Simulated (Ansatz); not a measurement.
# AlClFH3Si: the cost of one run

Method: RKS PBE0-D4/cc-pVDZ, in Ansatz 0.2.0.

## 1. The system as given

Bond lengths: F1–Al2 1.853 Å, Al2–Si3 2.345 Å, Al2–Cl4 2.150 Å, Si3–H5 1.506 Å, Si3–H6 1.489 Å, Si3–H7 1.441 Å. Angles: F1–Al2–Si3 119.8°, F1–Al2–Cl4 121.8°, Si3–Al2–Cl4 118.4°, Al2–Si3–H5 109.0°, Al2–Si3–H6 110.3°, Al2–Si3–H7 112.0°, H5–Si3–H6 108.1°, H5–Si3–H7 108.1°, H6–Si3–H7 109.2°.

Structure file:

```xyz
7

F    -0.3472   -2.5667    0.9220
Al   -0.7588   -1.0386   -0.0422
Si    0.6546    0.8293    0.0760
Cl   -2.4731   -0.9443   -1.3366
H     2.0351    0.4302   -0.3736
H     0.7484    1.3182    1.4789
H     0.2023    1.9040   -0.7703
```

## 2. Relaxing end A

File input.yaml:

```yaml
crystal:
  periodic: [false, false, false]
  atoms:
    - { symbol: F, position_ang: [-0.3472, -2.5667, 0.922] }
    - { symbol: Al, position_ang: [-0.7588, -1.0386, -0.0422] }
    - { symbol: Si, position_ang: [0.6546, 0.8293, 0.076] }
    - { symbol: Cl, position_ang: [-2.4731, -0.9443, -1.3366] }
    - { symbol: H, position_ang: [2.0351, 0.4302, -0.3736] }
    - { symbol: H, position_ang: [0.7484, 1.3182, 1.4789] }
    - { symbol: H, position_ang: [0.2023, 1.904, -0.7703] }
basis:
  gaussian: { orbitals: cc-pVDZ }
hamiltonian:
  xc: pbe0
  dispersion: d4
relax:
  f_tol: 0.015
  max_steps: 40
```

On the command line:

```sh
$ ansatz run input.yaml --threads 1 --pin off --max-ram 2048MiB --backend cpu --events-out ev --progress --plain --runs-dir out
```

Q: Estimate wall time and peak memory on 1 thread of Arm Neoverse V2, shared host.

About 29 s, with a peak of 0.19 GiB.
